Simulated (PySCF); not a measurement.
# C2H7GeNSi: the cost of one run

Computed with PySCF 2.14.0, with density-fitted response routines of our own, on a single molecule in the gas phase. Atoms are numbered from 0 throughout.

## (1) Starting geometry

12 atoms, charge 0, multiplicity 1; geometry from: GFN2-xTB. The atoms were then displaced at random by about 0.01 Å, so the start is not that level's minimum.

Bonds of the start (Å): C0–C1 1.22, C1–Ge2 1.92, Ge2–N3 1.77, N3–Si4 1.74, C0–H5 1.04, Ge2–H6 1.49, Ge2–H7 1.50, N3–H8 1.03, Si4–H9 1.49, Si4–H10 1.45, Si4–H11 1.46.

## (2) Relaxing the molecule at PBE0-D3(BJ)/def2-SVP

What the job is given:

```
{"job": {"xc": "PBE0", "basis": "def2-SVP", "d3": "d3bj", "grid": 1, "shake": 0.01, "kind": "geom"}, "charge": 0, "multiplicity": 1}
C      2.693440     0.087060     1.310370
C      1.940290    -0.184130     0.391070
Ge     0.688160    -0.653340    -0.987070
N     -0.964320    -0.642470    -0.359860
Si    -1.867600     0.762780     0.137080
H      3.322800     0.374680     2.088940
H      0.802860     0.360310    -2.076940
H      1.022750    -2.039710    -1.458730
H     -1.274400    -1.489220     0.130610
H     -1.246150     1.447220     1.302720
H     -1.886560     1.666810    -0.996880
H     -3.191580     0.281750     0.509660
```

Started as:

```
$ OMP_NUM_THREADS=1 python probes_run.py task.json out
```

This one command runs all jobs of the session in turn.

**Question.** How long does this first job take on 1 thread of Arm Neoverse V2, shared host, and how much memory does it need?

About 77 s, with a peak of 0.53 GiB.
